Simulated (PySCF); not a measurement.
# HfOH2: structure of the singlet

The task is one start of a wider search on HfOH2: the singlet, from a T-shaped (ligand arrangement 2) start. It is relaxed, tested by its Hessian and followed downhill if it is a saddle.

Program: PySCF 2.14.0. Level of theory: PBE0, basis Hf def2-TZVP with ECP60, O def2-TZVP, H def2-TZVP, scalar-relativistic core potentials, no spin–orbit coupling, density fitting. These are calculated values, not measurements.

## Step 1: Where the work starts

4 atoms, charge 0, spin multiplicity 1.

Bond lengths: Hf1–O2 1.850 Å, Hf1–H3 1.840 Å, Hf1–H4 1.840 Å. Angles: O2–Hf1–H3 88.0°, O2–Hf1–H4 88.0°, H3–Hf1–H4 176.0°.

```xyz
4
charge 0 multiplicity 1
Hf    0.0000    0.0000    0.0000
O     0.0000    0.0000    1.8500
H     1.8389    0.0000    0.0642
H    -1.8389    0.0000    0.0642
```

## Step 2: The SCF at the typed geometry

One driver script runs all steps and calls PySCF; scf.py shows how it sets up the SCF of each step. The optimiser is the driver's own. After this first run the driver tries any further starts and a stability analysis.

scf.py reads:

```python
from pyscf import gto, scf, dft
mol = gto.M(atom='''
Hf     0.000000     0.000000     0.000000
O      0.000000     0.000000     1.850000
H      1.838900     0.000000     0.064200
H     -1.838900     0.000000     0.064200''',
    basis={'Hf': 'def2-TZVP', 'O': 'def2-TZVP', 'H': 'def2-TZVP'},
    ecp={'Hf': 'def2-TZVP'},
    charge=0, spin=0)
mf = dft.RKS(mol, xc='PBE0')
mf.grids.atom_grid = (50, 194)
aux = {'Hf': 'def2-universal-JKFIT', 'O': 'def2-universal-JKFIT', 'H': 'def2-universal-JKFIT'}
mf = mf.density_fit(auxbasis=aux)
mf.conv_tol = 1e-08
mf.diis_space = 10
mf.max_cycle = 60
mf.init_guess = 'minao'
mf.verbose = 4
mf.kernel()
```

The run is started by

```
OMP_NUM_THREADS=2 python axn.py task.json out
```

Log:

```text
init E= -105.597575543639
  HOMO = -0.403617029087794  LUMO = -0.309930500117706  gap/eV = 2.54934
cycle= 1 E= -124.005128964908  delta_E= -18.4  |g|= 1.13  |ddm|= 6.16
  HOMO = -0.142773136997853  LUMO = -0.132976295769651  gap/eV = 0.26659
cycle= 2 E= -117.260889651661  delta_E= 6.74  |g|= 3.88  |ddm|= 3.03
  HOMO = -0.207368989589163  LUMO = -0.100705962913548  gap/eV = 2.90245
cycle= 3 E= -124.234138986745  delta_E= -6.97  |g|= 0.415  |ddm|= 2.95
  HOMO = -0.264285348769125  LUMO = -0.165604567758002  gap/eV = 2.68524
cycle= 4 E= -124.283390175866  delta_E= -0.0493  |g|= 0.177  |ddm|= 0.526
  HOMO = -0.242159950265261  LUMO = -0.130902374439906  gap/eV = 3.02747
cycle= 5 E= -124.291463045843  delta_E= -0.00807  |g|= 0.0393  |ddm|= 0.195
  HOMO = -0.241810316329726  LUMO = -0.132434982590073  gap/eV = 2.97625
cycle= 6 E= -124.291620727575  delta_E= -0.000158  |g|= 0.0322  |ddm|= 0.0297
  HOMO = -0.241918448797051  LUMO = -0.132429828484828  gap/eV = 2.97934
cycle= 7 E= -124.291785845173  delta_E= -0.000165  |g|= 0.0155  |ddm|= 0.00855
  HOMO = -0.242474972809664  LUMO = -0.132037142182842  gap/eV = 3.00517
cycle= 8 E= -124.2918350879  delta_E= -4.92e-05  |g|= 0.00465  |ddm|= 0.0068
  HOMO = -0.242284843059515  LUMO = -0.131967092667796  gap/eV = 3.00190
cycle= 9 E= -124.291839697995  delta_E= -4.61e-06  |g|= 0.000122  |ddm|= 0.00241
  HOMO = -0.242295200118729  LUMO = -0.131959455894876  gap/eV = 3.00239
cycle= 10 E= -124.291839706104  delta_E= -8.11e-09  |g|= 8.04e-05  |ddm|= 0.000361
  HOMO = -0.242290971258825  LUMO = -0.131961701281398  gap/eV = 3.00221
Extra cycle  E= -124.291839691431  delta_E= 1.47e-08  |g|= 0.000285  |ddm|= 0.000167
converged SCF energy = -124.291839691431
```

This step, with its further starts and checks, ran for 4.3 s (2 threads of Intel Xeon 6975P-C (Granite Rapids), shared host).

The starts that the driver tried:

```
                      start  energy (Eh)
    the minimal-basis guess  -124.291840
a thermally smeared density  -124.291840
      a smeared PBE density  -124.291840
```

The test of internal stability and the other starts found no lower closed-shell solution.

## Step 3: T-shaped (ligand arrangement 2) start, singlet: relaxation

The program finds C2v symmetry in the start, which this walk keeps.

scf.py: that of step 2 with these lines changed.

```diff
@@ -3,4 +3,4 @@
-Hf     0.000000     0.000000     0.000000
-O      0.000000     0.000000     1.850000
-H      1.838900     0.000000     0.064200
-H     -1.838900     0.000000     0.064200''',
+Hf     0.000000     0.000000    -0.150134
+O      0.000000     0.000000     1.699866
+H      1.838900     0.000000    -0.085934
+H     -1.838900     0.000000    -0.085934''',
@@ -17 +16,0 @@
-mf.init_guess = 'minao'
```

Energy and gradient, step by step:

| step | energy (Eh) | change (kJ/mol) | largest symmetric gradient (Eh/bohr) |
| --- | --- | --- | --- |
| 0 | -124.291840 | 0.00 | 0.14271 |
| 1 | -124.322441 | -80.34 | 0.02139 |
| 2 | -124.334752 | -112.67 | 0.03591 |
| 3 | -124.341831 | -131.25 | 0.01683 |
| 4 | -124.344216 | -137.51 | 0.01656 |
| 5 | -124.349313 | -150.90 | 0.00831 |
| 6 | -124.350426 | -153.82 | 0.00186 |
| 7 | -124.350434 | -153.84 | 0.00015 |
| 8 | -124.350434 | -153.84 | 0.00000 |

The walk took 9.6 s.

After 8 steps and 153.8 kJ/mol it ends at C2v: Hf–H 1.911 Å (×2), Hf–O 1.743 Å; H–Hf–H 127.7°, H–Hf–O 116.1° (×2).

## Step 4: Vibrations and properties at this point

The point is checked on the finer grid, and tightened if its gradient asks for it. The Hessian and the dipole derivatives come from central differences of analytic gradients, with steps of 0.02 bohr.

scf.py: that of step 3 with these lines changed.

```diff
@@ -3,4 +3,4 @@
-Hf     0.000000     0.000000    -0.150134
-O      0.000000     0.000000     1.699866
-H      1.838900     0.000000    -0.085934
-H     -1.838900     0.000000    -0.085934''',
+Hf     0.000000     0.000000    -0.132272
+O      0.000000     0.000000     1.610870
+H      1.715098     0.000000    -0.974290
+H     -1.715098     0.000000    -0.974290''',
@@ -11 +11 @@
-mf.grids.atom_grid = (50, 194)
+mf.grids.atom_grid = (75, 302)
@@ -14 +14 @@
-mf.conv_tol = 1e-08
+mf.conv_tol = 1e-10
```

This SCF starts from the last density.

Log of the central SCF (cycles and frontier levels):

```text
init E= -124.350460875051
  HOMO = -0.277723572810164  LUMO = -0.116987557614319  gap/eV = 4.37385
cycle= 1 E= -124.350460875043  delta_E= 7.5e-12  |g|= 7.88e-06  |ddm|= 4.77e-06
  HOMO = -0.277723605055943  LUMO = -0.116987093134036  gap/eV = 4.37386
Extra cycle  E= -124.350460874953  delta_E= 9.02e-11  |g|= 2.29e-05  |ddm|= 1.34e-05
converged SCF energy = -124.350460874953
```

The whole step took 19 s.

Geometry: C2v; Hf–H 1.911 Å (×2), Hf–O 1.743 Å; H–Hf–H 127.7°, H–Hf–O 116.1° (×2).

Modes, for the most abundant isotopes:

| symmetry | ω (cm⁻¹) | IR (km/mol) | μ (u) | type |
| --- | --- | --- | --- | --- |
| b1 | 393i | 697 | 1.06 | bend |
| b2 | 452 | 7.3 | 1.17 | bend |
| a1 | 623 | 75.9 | 1.04 | bend |
| a1 | 962 | 230 | 12.80 | stretch |
| b2 | 1576 | 510 | 1.02 | stretch |
| a1 | 1642 | 148 | 1.01 | stretch |

With 1 mode imaginary (up to 393i cm⁻¹) this point is a saddle.

Properties at this point:

* Dipole moment: 2.37 D
* Highest occupied level: -7.56 eV
* Lowest empty level: -3.18 eV
* Rotational constants: 2.843, 0.362, 0.3211 cm⁻¹
* Zero-point energy (real modes): 31.4 kJ/mol
* Principal polarisabilities: 35.0, 45.2, 49.7 bohr³
* Atomisation energy without zero-point energy: 1279 kJ/mol
* Principal traceless quadrupole moments about the centre of mass: -7.45, -7.41, 14.86 D Å

Populations by atom (charges in e):

```
atom  Mulliken  Löwdin  polar tensor  Mayer order to Hf1
 Hf1      0.93    0.73          1.89                   –
  O2     -0.55   -0.33         -0.95                2.19
H3,4     -0.19   -0.20         -0.47                0.94
```

Mulliken populations on Hf1 (outside its core potential): s 2.61, p 6.55, d 1.83, f 0.08.

## Step 5: Following the imaginary mode

The atoms are moved a little along the softest imaginary mode and relaxed again.

The program finds Cs symmetry in the start, which this walk keeps. Threshold on the gradient: 0.0003 Eh/bohr, with a further test on the energy change.

scf.py: that of step 4 with these lines changed.

```diff
@@ -3,4 +3,4 @@
-Hf     0.000000     0.000000    -0.132272
-O      0.000000     0.000000     1.610870
-H      1.715098     0.000000    -0.974290
-H     -1.715098     0.000000    -0.974290''',
+Hf     0.000000     0.001993    -0.132272
+O     -0.000000    -0.007305     1.610870
+H      1.715098    -0.120000    -0.974290
+H     -1.715098    -0.120000    -0.974290''',
@@ -11 +11 @@
-mf.grids.atom_grid = (75, 302)
+mf.grids.atom_grid = (50, 194)
@@ -14 +14 @@
-mf.conv_tol = 1e-10
+mf.conv_tol = 1e-08
```

Energy and gradient, step by step:

```
step  energy (Eh)  change (kJ/mol)  largest symmetric gradient (Eh/bohr)
   0  -124.350747             0.00                               0.00373
   1  -124.354047            -8.67                               0.02403
   2  -124.353918            -8.33                               0.04149
   3  -124.355387           -12.18                               0.02512
   4  -124.357338           -17.31                               0.00531
   5  -124.359514           -23.02                               0.00570
   6  -124.360055           -24.44                               0.00798
   7  -124.360285           -25.04                               0.00114
   8  -124.360308           -25.10                               0.00067
   9  -124.360318           -25.13                               0.00019
  10  -124.360319           -25.13                               0.00009
```

The walk took 14 s.

Positions (Å) and forces (eV/Å) along the way:

```
step 0
Hf   0.000   0.002  -0.132   0.000   0.192  -0.048
O    0.000  -0.007   1.611   0.000  -0.065  -0.014
H    1.715  -0.120  -0.974  -0.045  -0.064   0.031
H   -1.715  -0.120  -0.974   0.045  -0.064   0.031
step 1
Hf   0.000   0.213  -0.141   0.000   0.104   0.890
O    0.000  -0.077   1.601   0.000   0.049  -1.236
H    1.702  -0.191  -0.965  -0.392  -0.077   0.173
H   -1.702  -0.191  -0.965   0.392  -0.077   0.173
step 5
Hf   0.000   0.383  -0.142   0.000   0.293  -0.256
O    0.000  -0.136   1.511   0.000  -0.149   0.213
H    1.594  -0.246  -0.919  -0.116  -0.072   0.022
H   -1.594  -0.246  -0.919   0.116  -0.072   0.022
step 10
Hf   0.000   0.464  -0.129   0.000  -0.001  -0.002
O    0.000  -0.158   1.493   0.000   0.000   0.005
H    1.518  -0.275  -0.917   0.001   0.000  -0.001
H   -1.518  -0.275  -0.917  -0.001   0.000  -0.001
```

End point (Cs, 10 steps, 25.1 kJ/mol gained): Hf–H 1.863 Å (×2), Hf–O 1.737 Å; H–Hf–H 109.1°, H–Hf–O 104.6° (×2).

## Step 6: Vibrations and properties at this point

The same treatment as at the point before.

scf.py: that of step 5 with these lines changed.

```diff
@@ -3,4 +3,4 @@
-Hf     0.000000     0.001993    -0.132272
-O     -0.000000    -0.007305     1.610870
-H      1.715098    -0.120000    -0.974290
-H     -1.715098    -0.120000    -0.974290''',
+Hf     0.000000     0.056967    -0.122838
+O     -0.000000    -0.563755     1.499692
+H      1.518072    -0.681065    -0.911159
+H     -1.518072    -0.681065    -0.911159''',
@@ -11 +11 @@
-mf.grids.atom_grid = (50, 194)
+mf.grids.atom_grid = (75, 302)
@@ -14 +14 @@
-mf.conv_tol = 1e-08
+mf.conv_tol = 1e-10
```

SCF at the final geometry:

```text
init E= -124.360345497179
  HOMO = -0.288677914310153  LUMO = -0.0997468949446194  gap/eV = 5.14107
cycle= 1 E= -124.360345497178  delta_E= 1.05e-12  |g|= 1.02e-06  |ddm|= 1.38e-06
  HOMO = -0.288678010095008  LUMO = -0.0997470463765353  gap/eV = 5.14107
Extra cycle  E= -124.360345497178  delta_E= 5.68e-14  |g|= 2.34e-06  |ddm|= 1.88e-06
converged SCF energy = -124.360345497178
```

The whole step ran for 24 s (2 threads of Intel Xeon 6975P-C (Granite Rapids), shared host).

Geometry: Cs; Hf–H 1.863 Å (×2), Hf–O 1.737 Å; H–Hf–H 109.1°, H–Hf–O 104.7° (×2).

Harmonic modes (main isotopes):

```json
{"symmetry": "a'", "ω (cm⁻¹)": "437", "IR (km/mol)": "176"}
{"symmetry": "a''", "ω (cm⁻¹)": "524", "IR (km/mol)": "3.7"}
{"symmetry": "a'", "ω (cm⁻¹)": "637", "IR (km/mol)": "89.3"}
{"symmetry": "a'", "ω (cm⁻¹)": "966", "IR (km/mol)": "202"}
{"symmetry": "a''", "ω (cm⁻¹)": "1666", "IR (km/mol)": "398"}
{"symmetry": "a'", "ω (cm⁻¹)": "1697", "IR (km/mol)": "153"}
```

No imaginary mode, so this is a minimum.

Properties at this point:

```
Dipole moment                                                   : 5.89 D
Highest occupied level                                          : -7.86 eV
Lowest empty level                                              : -2.71 eV
Rotational constants                                            : 2.596, 0.3589, 0.3388 cm⁻¹
Zero-point energy                                               : 35.4 kJ/mol
Principal polarisabilities                                      : 35.9, 48.3, 50.5 bohr³
Atomisation energy without zero-point energy                    : 1305 kJ/mol
Principal traceless quadrupole moments about the centre of mass : -5.95, -2.99, 8.93 D Å
Entropy at 298.15 K and 1 bar                                   : 271.5 J/(mol K)
Heat capacity Cp at 298.15 K                                    : 50.1 J/(mol K)
Enthalpy at 298.15 K above 0 K                                  : 11.67 kJ/mol
Rotational symmetry number                                      : 1
```

Populations by atom (charges in e):

| atom | Mulliken | Löwdin | polar tensor | Mayer order to Hf1 |
| --- | --- | --- | --- | --- |
| Hf1 | 0.89 | 0.62 | 1.61 | – |
| O2 | -0.54 | -0.31 | -0.86 | 2.23 |
| H3,4 | -0.18 | -0.16 | -0.38 | 0.96 |

Mulliken populations on Hf1 (outside its core potential): s 2.68, p 6.34, d 2.01, f 0.08.

## Step 7: Would spin polarisation lower it?

At the lowest minimum the closed shell is tested against spin polarisation, on the (50, 194) grid. It is stable.

## Step 8: All stationary points

| spin | group | bonds | imaginary modes (cm⁻¹) | ΔE (kJ/mol) | with zero-point energy |
| --- | --- | --- | --- | --- | --- |
| singlet | Cs | Hf–H 1.863 Å (×2), Hf–O 1.737 Å | none | 0.0 | 0.0 |
| singlet | C2v | Hf–H 1.911 Å (×2), Hf–O 1.743 Å | 393i | 26.0 | – |

## Step 9: Results

```
                                 quantity                                                               value
                                  minimum                                                         singlet, Cs
                                 geometry  Hf–H 1.863 Å (×2), Hf–O 1.737 Å; H–Hf–H 109.1°, H–Hf–O 104.7° (×2)
                       wavenumbers (cm⁻¹)      437 (a'), 524 (a''), 637 (a'), 966 (a'), 1666 (a''), 1697 (a')
                            dipole moment                                                              5.89 D
     highest occupied, lowest empty level                                                     -7.86, -2.71 eV
               polar-tensor charge of Hf1                                                             +1.61 e
                        zero-point energy                                                         35.4 kJ/mol
                      entropy at 298.15 K                                                     271.5 J/(mol K)
atomisation energy (no zero-point energy)                                                         1305 kJ/mol
```

**Reading.** The T-shaped (ligand arrangement 2) start (C2v) ends in a minimum of Cs symmetry, after a stop at a saddle point 26.0 kJ/mol higher, from which it was pushed off along an imaginary mode. The strongest infrared band lies at 1666 cm⁻¹ (a'', stretch). With 5.9 D the molecule is strongly polar. Other starts or spin states, not run here, may lie lower. With an element this heavy the missing spin–orbit coupling can shift these numbers.

The search up to here took 71 s.
